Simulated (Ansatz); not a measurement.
# AlBH2SO: vertical ionisation energy

How much energy removes an electron from AlBH2SO at fixed geometry? The cation is run at each level and the neutral's energy taken from earlier runs.

Program: Ansatz 0.2.0, Gaussian basis. Level of theory: unrestricted cation, the program's frozen cores in correlated methods. These are calculated values, not measurements.

Plan: UKS PBE-D4/def2-TZVPP; UKS r2SCAN-D4/def2-TZVPP; UKS PBE0-D4/def2-TZVPP; UKS B3LYP-D4/def2-TZVPP; UKS wB97X-V/def2-TZVPP; UKS wB97M-V/def2-TZVPP; UKS B2PLYP/def2-TZVPP; UHF-CCSD(T)/def2-TZVPP; UHF-MP2/def2-QZVPP; extrapolation to the limit; then −ε(HOMO) from the neutral's earlier runs with LDA (SPW92), PBE-D4, revPBE-D4, BLYP-D4, r2SCAN-D4, B97M-V, PBE0-D4, B3LYP-D4, r2SCANh-D4, r2SCAN0-D4, HSE06-D4, BHLYP-D4, CAM-B3LYP-D4, LC-ωPBE, ωB97X-V, ωB97M-V.

### 1 The relaxed structure

An earlier PBE0-D4 in a triple-zeta def2 set relaxation fixed the geometry.

SMILES `S[B]1[O][AlH]1`, 6 atoms, charge 0, spin multiplicity 1.

Atoms are counted from 1 here; the program's logs count them from 0.

Bond lengths: S1–B2 1.793 Å, S1–H5 1.341 Å, B2–O3 1.344 Å, B2–Al4 1.979 Å, O3–Al4 1.792 Å, Al4–H6 1.579 Å. Angles: B2–S1–H5 94.9°, S1–B2–O3 130.4°, S1–B2–Al4 167.8°, O3–B2–Al4 61.8°, B2–O3–Al4 76.8°, B2–Al4–O3 41.4°, B2–Al4–H6 164.9°, O3–Al4–H6 123.5°.

### 2 Cation, UKS PBE-D4/def2-TZVPP

File in.yaml:

```yaml
crystal:
  periodic: [false, false, false]
  atoms:
    - {symbol: S, position_ang: [-0.747688, -0.098001, -2.110895]}
    - {symbol: B, position_ang: [-0.034787, -0.112630, -0.465908]}
    - {symbol: O, position_ang: [1.067887, -0.724212, 0.000189]}
    - {symbol: Al, position_ang: [0.425395, 0.119234, 1.445029]}
    - {symbol: H, position_ang: [-1.779817, 0.692146, -1.780443]}
    - {symbol: H, position_ang: [1.111112, 0.059563, 2.865827]}
basis:
  gaussian: {orbitals: def2-TZVPP}
total_charge: 1
magnetization: {spin_polarized: true, initial_magnetization: 1}
hamiltonian: {xc: pbe, dispersion: d4}
```

Started as:

```
ansatz run in.yaml --threads 2 --pin off --events-out ev --progress --plain --max-ram 4352MiB
```

The runs that follow: Cation, UKS r2SCAN-D4/def2-TZVPP; Cation, UKS PBE0-D4/def2-TZVPP; Cation, UKS B3LYP-D4/def2-TZVPP; Cation, UKS wB97X-V/def2-TZVPP; Cation, UKS wB97M-V/def2-TZVPP; Cation, UKS B2PLYP (frozen core)/def2-TZVPP; Cation, UHF-CCSD(T)/def2-TZVPP; Cation, UHF-MP2/def2-QZVPP.

**Question.** What will the summary of the whole plan be? Wanted: ionisation energy, CCSD(T)/CBS; nearest functional by difference; nearest −ε(HOMO); −ε(HOMO) of PBE; T1 of the cation.

**Answer**, as computed:

| quantity | value |
| --- | --- |
| ionisation energy, CCSD(T)/CBS | 8.46 eV |
| nearest functional by difference | ωB97M-V (-0.10 eV) |
| nearest −ε(HOMO) | ωB97X-V (-0.02 eV) |
| −ε(HOMO) of PBE | 5.24 eV |
| T1 of the cation | 0.020 |

Energy differences with functionals land within 0.31 eV of the reference. The PBE orbital energy is 3.2 eV too small: a semilocal HOMO is no ionisation energy. Among orbital estimates ωB97X-V comes nearest. Hartree-Fock falls 0.98 eV short, as the neutral has more correlation energy than the cation.
